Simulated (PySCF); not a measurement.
# C3H6BF2NO: the cost of one run

The runs use PySCF 2.14.0, with density-fitted response routines of our own; the level of theory stands in each step. All values are computed, except where a source is named. Atoms are numbered from 0 throughout.

### Step 1. The starting structure

14 atoms, charge 0, multiplicity 1; geometry from: GFN2-xTB.

Bonds of the start (Å): B0–N1 1.45, N1–C2 1.15, C2–C3 1.45, C3–O4 1.43, O4–C5 1.35, C5–F6 1.35, C5–F7 1.35, B0–H8 1.19, B0–H9 1.19, B0–H10 1.19, C3–H11 1.10, C3–H12 1.10, C5–H13 1.11.

### Step 2. Optimising the geometry at PBE0-D3(BJ)/def2-SVP

Job settings and geometry (Å):

```
{"job": {"xc": "PBE0", "basis": "def2-SVP", "d3": "d3bj", "grid": 1, "kind": "geom"}, "charge": 0, "multiplicity": 1}
B      2.712382    -0.374267     0.263105
N      1.412554     0.253286     0.184807
C      0.379321     0.761033     0.102040
C     -0.955322     1.305979    -0.017563
O     -1.960218     0.427851     0.482761
C     -2.022376    -0.810650    -0.060457
F     -1.712850    -1.747634     0.857805
F     -3.287927    -1.070850    -0.439135
H      3.478689     0.488885     0.550964
H      2.612410    -1.194016     1.119203
H      2.911892    -0.841807    -0.813554
H     -1.052710     2.209735     0.593359
H     -1.155047     1.557932    -1.071457
H     -1.361476    -0.965951    -0.933969
```

Command:

```sh
$ OMP_NUM_THREADS=1 python probes_run.py task.json out
```

One launch serves the whole session: the jobs run in the order shown.

Q: Estimate the wall time and peak memory of this first job on 1 thread of AMD EPYC 9R14, shared host.

About 74 s, with a peak of 0.54 GiB.
